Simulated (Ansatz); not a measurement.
Run this with Ansatz 0.2.0, Python API and show what comes out.

Script `yin_restart.py`:
```python
# -*- coding: utf-8 -*-
"""Two stages for YIn: converge the density, then read it back for bands."""

import argparse

import ansatz as az
import numpy as np


def main():
    vectors = np.array([
        [3.54244, 0.0, 0.0],
        [0.0, 3.54244, 0.0],
        [0.0, 0.0, 4.19496],
    ])
    structure = (
        az.Lattice.of(vectors)
        .atom("Y", (0.0, 0.0, 0.0))
        .atom("In", (0.5, 0.5, 0.5))
    )

    parser = argparse.ArgumentParser()
    parser.add_argument("stage", choices=["scf", "bands"])
    stage = parser.parse_args().stage
    model = (
        structure.calculation()
        .functional("LDA")
        .kpoints(6, 6, 5)
        .occupations("cold", width=0.1)
    )
    if stage == "scf":
        rep = model.checkpoint(write="yin.run").run(threads=1).report
        print(f"F = {rep['free_energy_ev']:.5f} eV after {rep['n_iterations']} iterations, saved")
    else:
        points = {"G": (0.0, 0.0, 0.0), "X": (0.0, 0.5, 0.0), "M": (0.5, 0.5, 0.0), "Z": (0.0, 0.0, 0.5), "R": (0.0, 0.5, 0.5), "A": (0.5, 0.5, 0.5)}
        out = model.checkpoint(read="yin.run", post_process_only=True).band_structure(list(points.values()), intervals=1).run(threads=1)
        bands = out.band_structure()
        for label, levels in zip(points, bands.channels[0].eigenvalues_ev - bands.fermi_energy_ev):
            print(f"{label:3s}", " ".join(f"{e:7.3f}" for e in levels if abs(e) < 6))


if __name__ == "__main__":
    main()
```

```console
$ python yin_restart.py scf
DeckWarning: basis.ecutwfc = 420 eV, auto-derived from the records' recommended cutoffs: set by Y (normal level)
F = -9203.83790 eV after 6 iterations, saved
```
(Warnings from the package without file and line.)

```console
$ python yin_restart.py bands
DeckWarning: basis.ecutwfc = 420 eV, auto-derived from the records' recommended cutoffs: set by Y (normal level)
G    -0.581  -0.270   1.140   3.337   3.337   4.078
X    -5.389  -3.974  -0.636   0.191   1.481   3.477   5.487
M    -4.566  -1.092  -1.092   0.169   1.407   1.407   3.656
Z    -4.258  -0.127   1.346   1.346   2.832   4.150
R    -5.511  -1.937  -1.145  -0.571   2.397   2.909   3.591
A    -2.490  -2.419  -2.419  -2.415   3.704   3.854   4.092
```
(Warnings from the package without file and line.)

Notes:
- Total energies depend on the potentials; only differences at equal settings carry meaning. A total without «per atom» is that of the cell as typed.
- The run is spin-unpolarised.
- The computed bands are complete only to about 2.4 eV above the Fermi level.
- The mesh is modest for a metal, so energies can be off by several to tens of meV an atom and pressures by half a GPa or more; differences at equal mesh fare better.
- The structure comes from a database of computed cells and needn't be a stable or known phase.
- Gaps and levels are Kohn-Sham values on a finite set of k-points, without spin-orbit coupling.
- Run time: 2.8 s on 1 thread of Arm Neoverse V2, on a shared host, peak memory 0.37 GiB.

(A comment or docstring line of the script was reworded after the run, the code is as it ran; lines on the test bed's own set-up are left out of the output.)
